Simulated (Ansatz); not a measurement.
# H8O10Si2Ti: how energies converge with the basis set

How large a basis does H8O10Si2Ti need? Two functionals are run in growing sets.

Program: Ansatz 0.2.0, Gaussian basis. Level of theory: one geometry, several basis sets. These are calculated values, not measurements.

Plan: PBE0-D4/def2-SVP; ωB97M-V/def2-SVP; PBE0-D4/def2-QZVPP; ωB97M-V/def2-QZVPP; the functionals' def2-TZVPP values are taken from earlier runs.

### 1 The geometry

All runs share one geometry, relaxed beforehand with PBE0-D4 in a triple-zeta def2 set.

SMILES `O[Si](O)(O)[O][Ti]([OH])([OH])[O][Si](O)(O)O`, 21 atoms, charge 0, spin multiplicity 1.

Atoms are counted from 1 here; the program's logs count them from 0.

Bond lengths: O1–Si2 1.633 Å, O1–H14 0.958 Å, Si2–O3 1.653 Å, Si2–O4 1.625 Å, Si2–O5 1.610 Å, O3–H15 0.960 Å, O4–H16 0.958 Å, O5–Ti6 1.826 Å, Ti6–O7 1.783 Å, Ti6–O8 1.796 Å, Ti6–O9 1.799 Å, O7–H17 0.970 Å, O8–H18 0.958 Å, O9–Si10 1.629 Å, Si10–O11 1.627 Å, Si10–O12 1.648 Å, Si10–O13 1.620 Å, O11–H19 0.958 Å and more. Angles: Si2–O1–H14 117.2°, O1–Si2–O3 104.1°, O1–Si2–O4 114.6°, O1–Si2–O5 111.3°, O3–Si2–O4 107.3°, O3–Si2–O5 112.8°, O4–Si2–O5 106.8°, Si2–O3–H15 114.9°, Si2–O4–H16 117.4°, Si2–O5–Ti6 142.4°, O5–Ti6–O7 110.3°, O5–Ti6–O8 111.5°, O5–Ti6–O9 106.8°, O7–Ti6–O8 111.9°, O7–Ti6–O9 102.9°, O8–Ti6–O9 113.0°, Ti6–O7–H17 118.3°, Ti6–O8–H18 131.8° and more.

### 2 PBE0-D4 in def2-SVP

Contents of in.yaml:

```yaml
crystal:
  periodic: [false, false, false]
  atoms:
    - {symbol: O, position_ang: [-3.458737, -1.060489, 1.140945]}
    - {symbol: Si, position_ang: [-2.333415, -0.228377, 0.299791]}
    - {symbol: O, position_ang: [-1.563041, 0.679869, 1.446095]}
    - {symbol: O, position_ang: [-2.938077, 0.798667, -0.805279]}
    - {symbol: O, position_ang: [-1.335503, -1.220654, -0.482855]}
    - {symbol: Ti, position_ang: [0.371521, -1.351597, -1.119224]}
    - {symbol: O, position_ang: [1.380215, -2.294542, 0.008633]}
    - {symbol: O, position_ang: [0.403082, -2.036159, -2.779448]}
    - {symbol: O, position_ang: [1.091054, 0.294418, -1.022504]}
    - {symbol: Si, position_ang: [1.841392, 1.219964, 0.088086]}
    - {symbol: O, position_ang: [2.984626, 2.195782, -0.533508]}
    - {symbol: O, position_ang: [2.616042, 0.117167, 1.037179]}
    - {symbol: O, position_ang: [0.778730, 2.146525, 0.885746]}
    - {symbol: H, position_ang: [-3.801172, -1.860612, 0.740401]}
    - {symbol: H, position_ang: [-1.567789, 0.304945, 2.329514]}
    - {symbol: H, position_ang: [-3.495766, 1.509615, -0.486963]}
    - {symbol: H, position_ang: [2.015840, -1.817771, 0.564216]}
    - {symbol: H, position_ang: [1.001721, -2.650337, -3.205843]}
    - {symbol: H, position_ang: [2.693899, 3.065124, -0.812750]}
    - {symbol: H, position_ang: [3.267765, 0.458521, 1.650985]}
    - {symbol: H, position_ang: [-0.076987, 1.740644, 1.103785]}
basis:
  gaussian: {orbitals: def2-SVP}
hamiltonian: {xc: pbe0, dispersion: d4}
output: {orbitals: {seedname: orbitals}}
```

Run with:

```bash
$ ansatz run in.yaml --threads 11 --pin off --events-out ev --progress --plain --max-ram 174080MiB --backend cpu
```

After this run come: ωB97M-V in def2-SVP; PBE0-D4 in def2-QZVPP; ωB97M-V in def2-QZVPP.

Q: Predict the results of all the runs planned. Wanted: PBE0-D4: double and triple zeta above quadruple; ωB97M-V: double and triple zeta above quadruple.

**Answer**, as computed:

```
                                       quantity           value
PBE0-D4: double and triple zeta above quadruple  37.54, 2.21 eV
ωB97M-V: double and triple zeta above quadruple  37.82, 2.06 eV
```

In words: PBE0-D4 gains 35.33 eV from double to triple zeta, then 2.21 eV more. These are total energies; as a rule much of such shifts cancels in differences, which this series doesn't test.
